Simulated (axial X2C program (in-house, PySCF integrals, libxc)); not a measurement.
# EuSe: Ω levels from open-shell CI on f6 s1

Aim: the spin–orbit levels of EuSe that arise from the configuration f6 s1 of Eu, and how they move with the bond.

The runs use an in-house X2C program for linear molecules on PySCF integrals; two-component X2C, average-of-configuration Hartree–Fock and CI in the open shells.

All values are calculated.

## 1. The job

Contents of task.json:

```json
{"zs": [63, 34], "q": 0, "bas": ["dyall-v3z", "dyall-v3z"], "r0": 2.41, "metal": 0, "shells": [[3, [0, 1, 2, 3], 6], [0, [0], 1]], "fix": 0, "emax": 2.2, "nroots": 4}
```

Keys: zs atomic numbers; q charge; bas basis sets; r0 starting distance in Å; metal index of the metal atom; shells open shells as [l, |m| values, electrons]; fix electron count of the first shell held; emax energy window in eV; nroots roots for each Ω.

Started as:

```console
$ python soci.py task.json out
```

Two-component X2C with atomic mean-field Coulomb and Gaunt terms, basis Eu dyall-v3z, Se dyall-v3z (cores contracted in-house). Orbitals come from Hartree–Fock averaged over the configuration Eu f6 s1; CI then distributes these electrons over the f, s shells of Eu.

## 2. CI at R = 2.466 Å

Output:

```text
average of configuration f6 s1
basis functions 255  fitting functions 1377
iter      average energy  largest gradient
   1     -13258.878609404   2.68e+01
   2     -13259.508226220   2.56e+01
   3     -13260.063323177   2.39e+01
   4     -13260.501345483   2.21e+01
   5     -13261.437324526   1.75e+01
   6     -13261.955946649   1.51e+01
   7     -13262.560732872   8.81e+00
   8     -13262.880797764   3.04e+00
   9     -13262.936228126   1.66e+00
  10     -13262.976986131   5.46e-01
  11     -13262.987666520   3.67e-01
  12     -13262.990690040   1.18e-01
  13     -13262.991272025   2.37e-02
  14     -13262.991354910   2.41e-02
  15     -13262.991395584   7.06e-03
  16     -13262.991408170   4.50e-03
  17     -13262.991410317   3.81e-03
  18     -13262.991411052   1.49e-03
  19     -13262.991411371   6.46e-04
  20     -13262.991411455   3.60e-04
  21     -13262.991411471   2.09e-04
  22     -13262.991411475   9.39e-05
  23     -13262.991411476   2.64e-05
  24     -13262.991411477   2.37e-05
  25     -13262.991411477   9.50e-06
converged
CI levels
2*Omega        energy/Eh    cm-1   g(par)  dipole/D  leading shell counts
    1    -13263.34821756        0   2.252   -7.660  {'6 1': 1.0}
    3    -13263.34705943      254   6.199   -7.662  {'6 1': 1.0}
    5    -13263.34446463      824   9.538   -7.667  {'6 1': 1.0}
    1    -13263.34409931      904   2.926   -7.631  {'6 1': 1.0}
    3    -13263.34245650     1264   6.047   -7.637  {'6 1': 1.0}
    1    -13263.34088709     1609   2.854   -7.628  {'6 1': 1.0}
    7    -13263.34039326     1717  12.483   -7.665  {'6 1': 1.0}
    5    -13263.33926541     1965   8.859   -7.644  {'6 1': 1.0}
    3    -13263.33827523     2182   5.298   -7.637  {'6 1': 1.0}
    1    -13263.33789447     2266   1.792   -7.663  {'6 1': 1.0}
    3    -13263.33559644     2770   5.340   -7.666  {'6 1': 1.0}
    9    -13263.33489970     2923  15.110   -7.640  {'6 1': 1.0}
    7    -13263.33472013     2962  11.483   -7.653  {'6 1': 1.0}
    5    -13263.33445885     3020   7.994   -7.645  {'6 1': 1.0}
    5    -13263.33130595     3712   8.479   -7.664  {'6 1': 1.0}
    7    -13263.32935667     4139  10.436   -7.637  {'6 1': 1.0}
    9    -13263.32881878     4258  13.930   -7.628  {'6 1': 1.0}
   11    -13263.32824957     4382  17.556   -7.622  {'6 1': 1.0}
    7    -13263.32507442     5079  11.144   -7.644  {'6 1': 1.0}
    9    -13263.32296572     5542  12.889   -7.617  {'6 1': 1.0}
   11    -13263.32191782     5772  16.384   -7.614  {'6 1': 1.0}
   13    -13263.32089316     5997  19.962   -7.611  {'6 1': 1.0}
    9    -13263.31733622     6778  13.483   -7.626  {'6 1': 1.0}
   11    -13263.30951336     8495  15.963   -7.616  {'6 1': 1.0}
```

Dipoles in the output refer to the first atom as origin.

It took 3.9 s on 1 thread of Arm Neoverse V2, shared host; peak memory 0.46 GiB.

Active spinors (ω > 0; filled shells left out):

| shell | ω | ε (eV) | character |
| --- | --- | --- | --- |
| f | 5/2 | -3.88 | 100% Eu f |
| f | 3/2 | -3.78 | 100% Eu f |
| f | 1/2 | -3.72 | 99% Eu f |
| f | 7/2 | -3.35 | 100% Eu f |
| f | 5/2 | -3.27 | 100% Eu f |
| f | 3/2 | -3.20 | 100% Eu f |
| f | 1/2 | -3.17 | 99% Eu f |
| s | 1/2 | -3.24 | 71% Eu s, 15% Eu p, 11% Eu d |

The levels:

| Ω | energy (cm⁻¹) | g∥ | μ (D) | configuration |
| --- | --- | --- | --- | --- |
| 1/2 | 0 | 2.25 | -7.66 | 100% f6 s1 |
| 3/2 | 254 | 6.20 | -7.66 | 100% f6 s1 |
| 5/2 | 824 | 9.54 | -7.67 | 100% f6 s1 |
| 1/2 | 904 | 2.93 | -7.63 | 100% f6 s1 |
| 3/2 | 1264 | 6.05 | -7.64 | 100% f6 s1 |
| 1/2 | 1609 | 2.85 | -7.63 | 100% f6 s1 |
| 7/2 | 1717 | 12.48 | -7.66 | 100% f6 s1 |
| 5/2 | 1965 | 8.86 | -7.64 | 100% f6 s1 |
| 3/2 | 2182 | 5.30 | -7.64 | 100% f6 s1 |
| 1/2 | 2266 | 1.79 | -7.66 | 100% f6 s1 |
| 3/2 | 2770 | 5.34 | -7.67 | 100% f6 s1 |
| 9/2 | 2923 | 15.11 | -7.64 | 100% f6 s1 |
| 7/2 | 2962 | 11.48 | -7.65 | 100% f6 s1 |
| 5/2 | 3020 | 7.99 | -7.65 | 100% f6 s1 |
| 5/2 | 3712 | 8.48 | -7.66 | 100% f6 s1 |
| 7/2 | 4139 | 10.44 | -7.64 | 100% f6 s1 |
| 9/2 | 4258 | 13.93 | -7.63 | 100% f6 s1 |
| 11/2 | 4382 | 17.56 | -7.62 | 100% f6 s1 |
| 7/2 | 5079 | 11.14 | -7.64 | 100% f6 s1 |
| 9/2 | 5542 | 12.89 | -7.62 | 100% f6 s1 |

g∥ is the magnitude of 2⟨Lz + ge Sz⟩ for the +Ω component. μ is positive if the Se end is positive.

## 3. The same at R = 2.774 Å

| Ω | energy (cm⁻¹) | g∥ | μ (D) | configuration |
| --- | --- | --- | --- | --- |
| 1/2 | 0 | 2.28 | -9.80 | 100% f6 s1 |
| 3/2 | 258 | 6.22 | -9.80 | 100% f6 s1 |
| 5/2 | 838 | 9.48 | -9.80 | 100% f6 s1 |
| 1/2 | 874 | 2.88 | -9.78 | 100% f6 s1 |
| 3/2 | 1235 | 6.05 | -9.78 | 100% f6 s1 |
| 1/2 | 1591 | 2.87 | -9.77 | 100% f6 s1 |
| 7/2 | 1731 | 12.39 | -9.80 | 100% f6 s1 |
| 5/2 | 1956 | 8.83 | -9.79 | 100% f6 s1 |
| 3/2 | 2158 | 5.31 | -9.78 | 100% f6 s1 |
| 1/2 | 2295 | 1.86 | -9.79 | 100% f6 s1 |

## 4. Curves along the bond

The same input was run at the other distances (logs left out). Energies in cm⁻¹ from the lowest point; levels are followed by energy order within each Ω.

| R (Å) | (1)Ω=1/2 | (1)Ω=3/2 | (1)Ω=5/2 | (2)Ω=1/2 | (2)Ω=3/2 | (3)Ω=1/2 | (1)Ω=7/2 |
| --- | --- | --- | --- | --- | --- | --- | --- |
| 2.293 | 3040 | 3296 | 3860 | 3930 | 4316 | 4598 | 4751 |
| 2.380 | 726 | 981 | 1548 | 1628 | 1997 | 2318 | 2441 |
| 2.466 | 0 | 254 | 824 | 904 | 1264 | 1609 | 1717 |
| 2.565 | 592 | 846 | 1419 | 1491 | 1847 | 2205 | 2312 |
| 2.663 | 2261 | 2517 | 3092 | 3151 | 3507 | 3868 | 3986 |
| 2.774 | 5038 | 5297 | 5877 | 5913 | 6273 | 6629 | 6769 |
| 2.910 | 9221 | 9484 | 10071 | 10072 | 10441 | 10784 | 10962 |

Constants where the minimum is well bracketed:

| level of the curve | Te (cm⁻¹) | Re (Å) | ωe (cm⁻¹) |
| --- | --- | --- | --- |
| (1)Ω=1/2 | 0 | 2.472 | 314.2 |
| (1)Ω=3/2 | 254 | 2.472 | 314.3 |
| (1)Ω=5/2 | 824 | 2.472 | 314.4 |
| (2)Ω=1/2 | 904 | 2.473 | 313.3 |
| (2)Ω=3/2 | 1264 | 2.473 | 313.7 |
| (3)Ω=1/2 | 1610 | 2.472 | 312.9 |
| (1)Ω=7/2 | 1717 | 2.472 | 314.3 |

## 5. Outcome

| quantity | value |
| --- | --- |
| lowest level of the model | Ω = 1/2, g∥ = 2.25, 100% f6 s1 |
| next level | Ω = 3/2, 254 cm⁻¹ higher |
| lowest curve, Re and ωe | 2.472 Å, 314.2 cm⁻¹ |

In words: In the lowest level ⟨Sz⟩ = 0.62 and ⟨Lz⟩ = -0.12; its leading determinant has weight 0.06 among 1101. From 2.466 to 2.774 Å the gap from the lowest to the fifth level goes from 1264 to 1235 cm⁻¹. Without dynamic correlation distances can be off by several hundredths of an Å, and the wavenumbers are rough. There is no dynamic correlation: spin–orbit spacings and, for f shells, spacings inside one term are the most reliable numbers, splittings between terms come out too wide, and energies between configurations are not reliable, so the lowest level need not be the ground state of the molecule. At most 4 roots were kept for each Ω > 0 (twice that for Ω = 0) within 2.2 eV of the lowest, so higher up levels can be missing between those listed; levels with Ω > 0 are doubly degenerate and listed once, Ω = 0 levels singly.
